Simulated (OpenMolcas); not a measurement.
**Tc⁵⁺ among point charges: CASSCF and CASPT2 levels and susceptibility**

How does a field of 6 point charges split the states of Tc⁵⁺, and what χT follows?

The numbers are computed with OpenMolcas 26.06 (state-averaged CASSCF and CASPT2, spin-orbit coupling by RASSI with atomic mean-field integrals), except any that are marked as measured or tabulated.

**1. Starting point**

- Species: Tc⁵⁺ (technetium, Z = 43, 38 electrons)
- Basis: ANO-RCC-VTZP [7s6p4d2f1g], 68 functions
- Scalar Hamiltonian: DKH2, point nucleus
- Inactive shells: 1s 2s 2p 3s 3p 3d 4s 4p
- Active space: 2 electrons in 5 orbitals (4d)
- Some configurations of this space: 4d²
- Orbitals: optimised for each spin and parity, averaged over all roots

Outer shells as boxes (Hund's rule):

4d2
```
4d [↑ ][↑ ][  ][  ][  ]
```

The ion sits among 6 point charges of -1.7 e arranged as a tetragonal octahedron (D4h), 1.88 Å from the ion, with the axial distance 1.748 Å.

The work runs as a chain of OpenMolcas steps in one folder; each step below is one input file. Labels, J, g values, rates, χT and fits are worked out afterwards by a script from the matrices that RASSI stores. The input lists half of the charges; inversion (Group=XYZ) makes the rest.

**2. GATEWAY and SEWARD: basis and integrals**

File a.inp:

```
&GATEWAY
Coord
1

Tc 0.0 0.0 0.0
Basis=ANO-RCC-VTZP
Group=XYZ
NoMove
AngMom=0.0 0.0 0.0
AMFI
XField
3 Angstrom 0
1.880000 0.000000 0.000000 -1.700000
0.000000 1.880000 0.000000 -1.700000
0.000000 0.000000 1.748400 -1.700000
&SEWARD
```

On the command line:

```console
OMP_NUM_THREADS=1 MOLCAS_MEM=1689 MOLCAS_PROJECT=a pymolcas a.inp > a.log
```

**3. Reference wave functions, triplets of even parity, 10 roots**

File a.inp:

```
&RASSCF
FileOrb=start.orb
Symmetry=1
Spin=3
nActEl=2 0 0
Inactive=9 9
Ras2=5 0
CIRoot=10 10 1
SDav=10
CIMx=300
Iter=120 100
PrWF=0.3
OrbListing=Nothing
MaxOrb=0
>>> COPY $Project.JobIph JOB001
```

start.orb holds the contracted functions of the basis, ordered by shell, or the orbitals of the step before.

**4. CASSCF: singlets of even parity, 15 roots**

File a.inp:

```
&RASSCF
FileOrb=start.orb
Symmetry=1
Spin=1
nActEl=2 0 0
Inactive=9 9
Ras2=5 0
CIRoot=15 15 1
SDav=15
CIMx=300
Iter=120 100
PrWF=0.3
OrbListing=Nothing
MaxOrb=0
>>> COPY $Project.JobIph JOB002
```

**5. RASSI: spin-orbit coupling between the states**

File a.inp:

```
&RASSI
NrOfJobIphs=2 10 15
1 2 3 4 5 6 7 8 9 10
1 2 3 4 5 6 7 8 9 10 11 12 13 14 15
IphNames
JOB001
JOB002
EJob
SpinOrbit
DIPRint=1.0
SOCoupling=1000.0
Subsets=2
Property=9
'ANGMOM' 1 'ANGMOM' 2 'ANGMOM' 3 'MLTPL  1' 1 'MLTPL  1' 2 'MLTPL  1' 3
'AMFI' 1 'AMFI' 2 'AMFI' 3
SOProperty=3
'ANGMOM' 1 'ANGMOM' 2 'ANGMOM' 3
```

**6. CASPT2: IPEA 0.25, imaginary shift 0.1 (closed shells correlated: 4s 4p)**

File a.inp:

```
>>> COPY JOB001 $Project.JobIph
&CASPT2
Multistate=10 1 2 3 4 5 6 7 8 9 10
NoMult
Frozen=8 6
IPEA=0.25
Imaginary=0.1
MaxIter=60
WThr=0.0 0.3 0.05
PrWF=0.5
NoMix
>>> COPY JOB002 $Project.JobIph
&CASPT2
Multistate=15 1 2 3 4 5 6 7 8 9 10 11 12 13 14 15
NoMult
Frozen=8 6
IPEA=0.25
Imaginary=0.1
MaxIter=60
WThr=0.0 0.3 0.05
PrWF=0.5
NoMix
```

(Steps that only read results are left out.)

What does the calculation give? Wanted: spin-free ground state; first state of the same spin within the active space; lowest level; next level.

The runs gave:

| quantity | value |
| --- | --- |
| method | SS-CASPT2, IPEA 0.25, imaginary shift 0.1 (closed shells correlated: 4s 4p) |
| spin-free ground state | 3E, 2-fold in its orbital part |
| first state of the same spin within the active space | 3A2 at 1650 cm⁻¹ |
| lowest level | 1-fold B1 |
| next level | 178.1 cm⁻¹ |
| χT at 300 K | 0.17 cm³ K/mol |
| effective moment at 300 K | 1.16 μB |

Cost by method:

| method | time of its own steps | time with the reference |
| --- | --- | --- |
| A. CASSCF | 7.7 s | 7.7 s |
| B. SS-CASPT2, IPEA 0.25, imaginary shift 0.1, +4s 4p | 4.8 s | 12 s |

Times are of one thread on a shared host.

**Reading.** The spin-free ground state (3E) comes to 96 % from free-ion F terms and keeps the highest spin of the shell. χT at 300 K is 0.17, against 1.00 cm³ K/mol for the spin alone, so spin-orbit coupling lowers it. The field of point charges can differ much from that of real complexes. This is an electrostatic model: the charges have no orbitals.
